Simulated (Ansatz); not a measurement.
# GeN2H4 (SMILES [NH2][Ge][NH2]) at SVWN5/def2-SVPD

Aim: the electronic atomisation energy of GeN2H4 at SVWN5/def2-SVPD, from 4 runs. 

The calculation is run with Ansatz 0.2.0.

43 further runs of the same task are left out: 43 set aside as unsound or not needed. Runs told in other sessions of the task aren't counted.

## (1) Starting point

GeN2H4 has 7 atoms, charge 0, and is taken as a singlet. SMILES: `[NH2][Ge][NH2]`. The coordinates come from a PBE0-D4/def2-TZVP relaxation. This is one conformer, not always the lowest.

Bond lengths: N1–Ge2 1.827 Å, Ge2–N3 1.827 Å, N1–H4 1.006 Å, N1–H5 1.008 Å, N3–H6 1.008 Å, N3–H7 1.006 Å. Angles: N1–Ge2–N3 97.3°, Ge2–N1–H4 120.9°, Ge2–N1–H5 126.9°, Ge2–N3–H6 126.9°, Ge2–N3–H7 120.9°, H4–N1–H5 112.3°, H6–N3–H7 112.3°.

## (2) A single-point energy at SVWN5/def2-SVPD

job.yaml

```yaml
crystal:
  periodic: [false, false, false]
  atoms:
    - {symbol: N, position_ang: [-1.179700, 0.092100, -0.683900]}
    - {symbol: Ge, position_ang: [-0.069700, -1.237600, -0.102500]}
    - {symbol: "N", position_ang: [1.194700, -0.165000, 0.665000]}
    - {symbol: H, position_ang: [-2.029900, -0.124000, -1.176400]}
    - {symbol: H, position_ang: [-1.047800, 1.084700, -0.566600]}
    - {symbol: H, position_ang: [1.191600, 0.842500, 0.702200]}
    - {symbol: H, position_ang: [2.002000, -0.560700, 1.116500]}
basis:
  gaussian:
    orbitals: def2-SVPD
hamiltonian:
  xc: {name: SVWN5}
accuracy: high
output: {orbitals: {seedname: orbitals}}
```

Started as:

```console
$ ansatz run job.yaml --threads 1 --pin off --max-ram 3480MiB --events-out events.jsonl --progress --plain --runs-dir runs
```

The program printed:

```text
Warning: RAYON_NUM_THREADS=1 ignored (pool sized by the plan → 1); use --threads N
Functional definition: SVWN5
  name "SVWN5"
  exchange = slater_x
  correlation = vwn5_c
2230 factors; integrals over basis functions are off by at most 4.5e-9 eV
mean field evaluation 1: about -59428.3437 eV, gradient 9.2e1 eV
mean field evaluation 2: about -59348.5827 eV, gradient 1.8e2 eV
mean field evaluation 4: about -59444.6734 eV, gradient 8.8e0 eV
mean field evaluation 8: about -59444.9548 eV, gradient 1.3e-1 eV
mean field evaluation 16: about -59444.9548 eV, gradient 1.7e-6 eV
mean field -59444.95482294 eV, -2184.5617965055 hartree, gradient 3.1e-8 eV, S^2 0.000000; 0 other end points of the search recorded, 0 dependent functions left out
reference -59444.95482642 eV, -2184.5617966333 hartree; 25, 25 occupied and 85, 85 virtual orbitals, 2230 factors
Total energy: -59444.95482642 eV, -2184.5617966333 hartree
```

It took 4.2 s on 1 thread of Intel Xeon Platinum 8488C (Sapphire Rapids), shared host; peak memory 0.31 GiB.

## (3) The Ge atom, same level

input.yaml

```yaml
crystal:
  periodic: [false, false, false]
  atoms:
    - symbol: Ge
      position_ang: [0.000000, 0.000000, 0.000000]
basis:
  gaussian:
    orbitals: def2-SVPD
magnetization:
  spin_polarized: true
  initial_magnetization: 2
hamiltonian:
  xc: {name: SVWN5}
accuracy: high
```

Started as:

```console
$ ansatz run input.yaml --threads 1 --pin off --max-ram 3480MiB --events-out events.jsonl --progress --plain --runs-dir runs
```

The program printed:

```text
Warning: RAYON_NUM_THREADS=1 ignored (pool sized by the plan → 1); use --threads N
[... 4 set-up lines as earlier in the session ...]
370 factors; integrals over basis functions are off by at most 4.8e-9 eV
mean field evaluation 1: about -56422.4740 eV, gradient 1.0e1 eV
mean field evaluation 2: about -56422.4156 eV, gradient 1.1e1 eV
mean field evaluation 4: about -56422.6536 eV, gradient 1.5e0 eV
mean field evaluation 8: about -56422.6170 eV, gradient 2.5e0 eV
mean field evaluation 16: about -56422.6734 eV, gradient 7.6e-8 eV
mean field evaluation 32: about -56422.6734 eV, gradient 1.5e-4 eV
mean field -56422.67340200 eV, -2073.4950028619 hartree, gradient 7.6e-8 eV, S^2 2.001003; 1 other end points of the search recorded, 0 dependent functions left out
reference -56422.67340411 eV, -2073.4950029394 hartree; 17, 15 occupied and 21, 23 virtual orbitals, 370 factors
Total energy: -56422.67340411 eV, -2073.4950029394 hartree
```

It took 1 s on 1 thread of Intel Xeon Platinum 8488C (Sapphire Rapids), shared host.

## (4) The H atom

molecule.yaml

```yaml
crystal:
  periodic: [false, false, false]
  atoms:
    - {symbol: H, position_ang: [0.000000, 0.000000, 0.000000]}
basis:
  gaussian:
    orbitals: def2-SVPD
magnetization:
  spin_polarized: true
  initial_magnetization: 1
hamiltonian:
  xc: {name: SVWN5}
accuracy: high
```

Run the same way, it converges to -0.47747 Eh (log not shown).

## (5) The N atom at the same level

in.yaml

```yaml
basis:
  gaussian:
    orbitals: def2-SVPD
crystal:
  periodic: [false, false, false]
  atoms:
    - {symbol: "N", position_ang: [0.000000, 0.000000, 0.000000]}
total_charge: 0
magnetization:
  spin_polarized: true
  initial_magnetization: 3
hamiltonian:
  xc: {name: SVWN5}
accuracy: high
```

Run the same way, it converges to -54.06763 Eh (log not shown).

## (6) Summary of results

Level: SVWN5/def2-SVPD.

```
                     quantity           value
       molecule: total energy  -2184.56180 Eh
        molecule: HOMO energy        -5.87 eV
        molecule: LUMO energy        -1.64 eV
      molecule: HOMO–LUMO gap         4.23 eV
        Ge atom: total energy  -2073.49500 Eh
                Ge atom: ⟨S²⟩           2.001
         H atom: total energy     -0.47747 Eh
                 H atom: ⟨S²⟩           0.750
         N atom: total energy    -54.06763 Eh
                 N atom: ⟨S²⟩           3.754
electronic atomisation energy       27.801 eV
```

Taking the molecule apart into free atoms costs 27.80 eV (2682 kJ/mol), before zero-point energy and without spin-orbit coupling.
